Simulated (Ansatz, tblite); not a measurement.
# CF₈O₉Si₆: a ladder of methods and basis sets

How do method and basis change the picture of CF₈O₉Si₆ (singlet)?

Computed with Ansatz 0.2.0, Gaussian basis. Level: as each input shows.

Plan: GFN1-xTB, GFN2-xTB, PBE-D4/def2-SVP, r2SCAN-D4/def2-SVP, B3LYP-D4/def2-SVP, PBE0-D4/def2-TZVP, PBE-D4/def2-TZVP, MP2/def2-SVP.

2 further runs of the same task are left out: 2 set aside as unsound or not needed.

## Step 1: The structure

The singlet was relaxed beforehand with r2SCAN-D4/def2-SVP.

SMILES `FC(F)(F)[Si]12O[Si]3(F)O[Si]4(F)O[Si](F)(O3)O[Si](F)(O[Si](F)(O4)O1)O2`, 24 atoms, charge 0, spin multiplicity 1.

Bond lengths: F1–C2 1.345 Å, C2–F3 1.347 Å, C2–F4 1.345 Å, C2–Si5 1.900 Å, Si5–O6 1.644 Å, Si5–O23 1.654 Å, Si5–O24 1.654 Å, O6–Si7 1.642 Å, Si7–F8 1.589 Å, Si7–O9 1.648 Å, Si7–O15 1.648 Å, O9–Si10 1.648 Å, Si10–F11 1.589 Å, Si10–O12 1.648 Å, Si10–O22 1.639 Å, O12–Si13 1.648 Å, Si13–F14 1.589 Å, Si13–O15 1.648 Å and more. Angles: F1–C2–F3 107.8°, F1–C2–F4 107.9°, F1–C2–Si5 111.3°, F3–C2–F4 107.8°, F3–C2–Si5 110.7°, F4–C2–Si5 111.3°, C2–Si5–O6 108.8°, C2–Si5–O23 110.4°, C2–Si5–O24 110.4°, O6–Si5–O23 110.1°, O6–Si5–O24 110.1°, O23–Si5–O24 107.0°, Si5–O6–Si7 134.0°, O6–Si7–F8 109.1°, O6–Si7–O9 109.6°, O6–Si7–O15 109.6°, F8–Si7–O9 110.8°, F8–Si7–O15 110.9° and more.

PBE0-D4/def2-SVP was run before; its log isn't repeated, and its numbers join the tables.

## Step 2: GFN1-xTB

Tight binding, by tblite at 300 K electronic temperature and without a spin-polarisation term:

```python
tblite.interface.Calculator('GFN1-xTB', numbers, positions, charge=0, uhf=0).singlepoint()
```

Energy -2674.8249 eV, HOMO -12.41 eV, LUMO -4.21 eV; 0.033 s.

## Step 3: GFN2-xTB

Tight binding, by tblite at 300 K electronic temperature and without a spin-polarisation term:

```python
tblite.interface.Calculator('GFN2-xTB', numbers, positions, charge=0, uhf=0).singlepoint()
```

Energy -2402.1381 eV, HOMO -13.19 eV, LUMO -6.66 eV; 0.036 s.

## Step 4: PBE-D4/def2-SVP

start.molden holds the orbitals of an earlier run on this state, given as this run's starting guess.

Contents of in.yaml:

```yaml
crystal:
  periodic: [false, false, false]
  atoms:
    - {symbol: F, position_ang: [3.494504, -2.095859, -1.282850]}
    - {symbol: C, position_ang: [3.356997, -0.786657, -1.009411]}
    - {symbol: F, position_ang: [4.224494, -0.478319, -0.026569]}
    - {symbol: F, position_ang: [3.715731, -0.095728, -2.105595]}
    - {symbol: Si, position_ang: [1.576996, -0.374810, -0.486866]}
    - {symbol: O, position_ang: [0.559925, -0.768216, -1.717667]}
    - {symbol: Si, position_ang: [-1.065443, -0.674571, -1.927700]}
    - {symbol: F, position_ang: [-1.435066, -1.227088, -3.371054]}
    - {symbol: O, position_ang: [-1.555192, 0.889047, -1.755235]}
    - {symbol: Si, position_ang: [-2.133629, 1.683185, -0.431826]}
    - {symbol: F, position_ang: [-3.237760, 2.746027, -0.852725]}
    - {symbol: O, position_ang: [-2.774261, 0.540834, 0.568074]}
    - {symbol: Si, position_ang: [-2.438271, -1.066998, 0.698924]}
    - {symbol: F, position_ang: [-3.751271, -1.889450, 1.053183]}
    - {symbol: O, position_ang: [-1.824883, -1.546304, -0.753896]}
    - {symbol: O, position_ang: [-1.324993, -1.304751, 1.877571]}
    - {symbol: Si, position_ang: [0.200992, -0.769586, 2.140170]}
    - {symbol: F, position_ang: [0.739308, -1.380667, 3.504698]}
    - {symbol: O, position_ang: [0.214579, 0.877272, 2.191866]}
    - {symbol: Si, position_ang: [0.506067, 1.985277, 1.007661]}
    - {symbol: F, position_ang: [1.252934, 3.257626, 1.597971]}
    - {symbol: O, position_ang: [-0.908078, 2.459561, 0.329992]}
    - {symbol: O, position_ang: [1.438675, 1.233919, -0.127494]}
    - {symbol: O, position_ang: [1.167644, -1.213744, 0.878760]}
basis:
  gaussian: {orbitals: def2-SVP, initial_orbitals: start.molden}
hamiltonian: {xc: pbe, dispersion: d4}
scf: {omitted_lower_state_checks: [starts]}
output: {forces: true, orbitals: {seedname: orbitals}}
```

On the command line:

```bash
$ ansatz run in.yaml --threads 8 --pin off --events-out ev --progress --plain --max-ram 19148MiB
```

Further steps of the session: r2SCAN-D4/def2-SVP; B3LYP-D4/def2-SVP; PBE0-D4/def2-TZVP; PBE-D4/def2-TZVP; MP2/def2-SVP.

Before running them: what should the planned runs give, taken together? Wanted: gap in def2-SVP, named functionals, smallest and largest; correlation energy, MP2/def2-SVP; binding an atom, functionals in def2-SVP; PBE0 total energy, smallest basis above largest.

As calculated:

```
                                                quantity                                value
gap in def2-SVP, named functionals, smallest and largest  6.92 eV (PBE-D4), 9.63 eV (PBE0-D4)
                        correlation energy, MP2/def2-SVP                           -100.22 eV
                binding an atom, functionals in def2-SVP   5.42 (PBE0-D4) to 5.64 eV (PBE-D4)
         PBE0 total energy, smallest basis above largest       70.17 eV (def2-SVP, def2-TZVP)
```

**Reading.** Orbital gaps of the named functionals in def2-SVP span 6.92 eV (PBE-D4) to 9.63 eV (PBE0-D4); exact exchange widens it.
